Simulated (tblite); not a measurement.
# C5H7BCl2O2: the cost of one run

The runs use tblite 0.8.0 and PySCF 2.14.0, with density-fitted response routines of our own; the level of theory stands in each step. All values are computed, except where a source is named. Atoms are numbered from 0 throughout.

### Step 1. The molecule as given

17 atoms, charge 0, multiplicity 1; geometry from: force field or distance geometry start.

Bonds of the start (Å): C0–C1 1.49, C1–C2 1.36, C2–B3 1.59, B3–Cl4 1.84, B3–Cl5 1.86, C2–C6 1.48, C6–O7 1.27, C6–O8 1.41, O8–C9 1.41, C0–H10 1.11, C0–H11 1.12, C0–H12 1.12, C1–H13 1.08, C9–H14 1.12, C9–H15 1.11, C9–H16 1.11.

### Step 2. Optimising the geometry with GFN2-xTB

Job settings and geometry (Å):

```
{"job": {"kind": "relax", "xc": "GFN2-xTB", "basis": "xTB"}, "charge": 0, "multiplicity": 1}
C     -2.841800     0.929900     0.034000
C     -1.364100     1.070700     0.125800
C     -0.470900     0.053800    -0.046200
B     -0.942800    -1.428200    -0.352300
Cl     0.040600    -2.514100    -1.471300
Cl    -2.321000    -2.232900     0.598200
C      0.977500     0.347100    -0.010100
O      1.400200     1.539500    -0.057600
O      1.898300    -0.710200     0.113500
C      3.295700    -0.501000     0.161100
H     -3.136600     0.432100    -0.917700
H     -3.247200     0.360700     0.903200
H     -3.319700     1.942500     0.060900
H     -0.984700     2.065800     0.324400
H      3.637400     0.003500    -0.775400
H      3.806900    -1.479400     0.263000
H      3.565300     0.132200     1.036400
```

On the command line:

```bash
$ OMP_NUM_THREADS=1 python probes_run.py task.json out
```

This one command runs all jobs of the session in turn.

Q: Estimate the wall time of this first job on 1 thread of Arm Neoverse N1, shared host.

About 2.1 s.
